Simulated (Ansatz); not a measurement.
Runs of Ansatz 0.2.0 on Ir6Cl. The cell holds a slab with vacuum, 14 atoms: a = 5.430 Å, b = 5.430 Å, c = 23.161 Å, α = 90.00°, β = 90.00°, γ = 120.00°. 

```tsv
potentials or basis	cutoff (eV)	gap on the mesh (eV)	largest force (eV/Å)	work function (eV)
Ansatz PAW	420	none	1.48	(a)
Ansatz PAW earlier set	660	none	1.49	5.22
PseudoDojo standard (PBE files)	925	none	1.47	5.22
JTH PAW	930	none	1.49	5.22
PseudoDojo stringent (PBE files)	925	none	1.47	5.22
SPMS NC	544	none	1.53	5.22
Ansatz PAW earlier set	900	none	1.49	5.22
```

Alike in all rows: task single point; level PBE; no spin polarisation; cell Cl2 (tilted) over a bridge site of the (1 1 1) slab of Ir, cut from the database cell, not relaxed; k mesh 6 × 6 × 1; smearing fermi-dirac 0.05 eV.

**Question.** Estimate the missing entries.

**Answer.** (a) 5.21.

A k mesh can miss the band edges, and the runs leave out spin-orbit coupling on Ir.

A gap of «none» marks a metal or a gap under the smearing width.

The runs don't all hold the same shells in valence.
